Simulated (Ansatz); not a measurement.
# CH₆FInSi: a ladder of functionals and wavefunction methods

The task here is to estimate one member of a computed series from the others.

Program: Ansatz 0.2.0, Gaussian basis. Level of theory: functionals in def2-TZVPP, the program's frozen cores in correlated methods. These are calculated values, not measurements.

Levels to be run: LDA (SPW92), PBE-D4, revPBE-D4, BLYP-D4, r2SCAN-D4, B97M-V, PBE0-D4, B3LYP-D4, r2SCANh-D4, r2SCAN0-D4, HSE06-D4, BHLYP-D4, CAM-B3LYP-D4, LC-ωPBE, ωB97X-V, ωB97M-V, B2PLYP, PBE-QIDH; CCSD(T)/def2-SVP; CCSD(T)/def2-TZVPP; MP2/def2-QZVPP; extrapolation to the limit; RPA on PBE.

### The geometry

An earlier PBE0-D4 in a triple-zeta def2 set relaxation fixed the geometry. In takes the def2 core potential; no spin-orbit term is included.

SMILES `[CH3][In]([F])[SiH3]`, 10 atoms, charge 0, spin multiplicity 1.

Atoms are counted from 1 here; the program's logs count them from 0.

Bond lengths: C1–In2 2.137 Å, C1–H5 1.091 Å, C1–H6 1.091 Å, C1–H7 1.089 Å, In2–F3 1.977 Å, In2–Si4 2.561 Å, Si4–H8 1.487 Å, Si4–H9 1.488 Å, Si4–H10 1.487 Å. Angles: In2–C1–H5 108.5°, In2–C1–H6 108.5°, In2–C1–H7 112.2°, H5–C1–H6 108.3°, H5–C1–H7 109.5°, H6–C1–H7 109.7°, C1–In2–F3 108.0°, C1–In2–Si4 143.9°, F3–In2–Si4 108.1°, In2–Si4–H8 109.4°, In2–Si4–H9 111.7°, In2–Si4–H10 109.4°, H8–Si4–H9 108.7°, H8–Si4–H10 109.0°, H9–Si4–H10 108.6°.

Geometry (Å):

```csv
atom,x (Å),y (Å),z (Å)
C1,0.2361,1.9646,-1.0465
In2,0.3744,-0.0467,-0.3374
F3,1.8110,-0.9526,-1.3484
Si4,-0.6136,-1.7267,1.3237
H5,1.1859,2.4664,-0.8541
H6,0.0738,1.9409,-2.1251
H7,-0.5711,2.5156,-0.5658
H8,0.4561,-2.2048,2.2391
H9,-1.7009,-1.1196,2.1378
H10,-1.1687,-2.8883,0.5795
```

Set-up of the first run:

in.yaml

```yaml
crystal:
  periodic: [false, false, false]
  atoms:
    - {symbol: C, position_ang: [0.236090, 1.964643, -1.046510]}
    - {symbol: In, position_ang: [0.374389, -0.046687, -0.337405]}
    - {symbol: F, position_ang: [1.811049, -0.952633, -1.348382]}
    - {symbol: Si, position_ang: [-0.613612, -1.726729, 1.323698]}
    - {symbol: H, position_ang: [1.185936, 2.466368, -0.854075]}
    - {symbol: H, position_ang: [0.073755, 1.940904, -2.125142]}
    - {symbol: H, position_ang: [-0.571052, 2.515649, -0.565840]}
    - {symbol: H, position_ang: [0.456083, -2.204795, 2.239102]}
    - {symbol: H, position_ang: [-1.700898, -1.119618, 2.137806]}
    - {symbol: H, position_ang: [-1.168738, -2.888301, 0.579547]}
basis:
  gaussian: {orbitals: def2-TZVPP}
hamiltonian: {xc: lda}
output: {orbitals: {seedname: orbitals}}
```

Steps of the session up to this table: LDA; PBE-D4 (GGA); revPBE-D4 (GGA); BLYP-D4 (GGA); r2SCAN-D4 (meta-GGA); B97M-V (meta-GGA); PBE0-D4 (hybrid); B3LYP-D4 (hybrid); r2SCANh-D4 (hybrid); r2SCAN0-D4 (hybrid); HSE06-D4 (hybrid); BHLYP-D4 (hybrid); CAM-B3LYP-D4 (range-separated); LC-ωPBE-D4 (range-separated; the results give it without D4); ωB97X-V (range-separated); ωB97M-V (range-separated); B2PLYP (double hybrid); PBE-QIDH (double hybrid).

One of the session's tables, all rows but one given; the rest of the session is left out.

It belongs to the step «Frontier levels by functional». 

```
  functional  HOMO (eV)  LUMO (eV)  gap (eV)
 LDA (SPW92)      -6.58      -2.66      3.92
      PBE-D4      -6.40      -2.42      3.98
   revPBE-D4      -6.34      -2.30      4.03
     BLYP-D4      -6.25      -2.37      3.89
   r2SCAN-D4      -6.65      -2.23      4.42
      B97M-V      -6.73      -2.46      4.26
     PBE0-D4      -7.52      -1.72      5.81
    B3LYP-D4      -7.31      -1.98      5.33
  r2SCANh-D4      -7.06      -1.98      5.08
  r2SCAN0-D4      -7.68      -1.62      6.06
    HSE06-D4      -7.14      -2.08      5.06
    BHLYP-D4      -8.48      -1.07      7.41
CAM-B3LYP-D4          ?          ?         ?
     LC-ωPBE     -10.03       0.23     10.26
     ωB97X-V      -9.69       0.09      9.78
     ωB97M-V      -9.54      -0.19      9.35
```

**Question.** Estimate the row for CAM-B3LYP-D4.

As computed: HOMO (eV): -8.75; LUMO (eV): -0.88; gap (eV): 7.87. In the column «HOMO (eV)» it lies between ωB97M-V (-9.54) and BHLYP-D4 (-8.48).
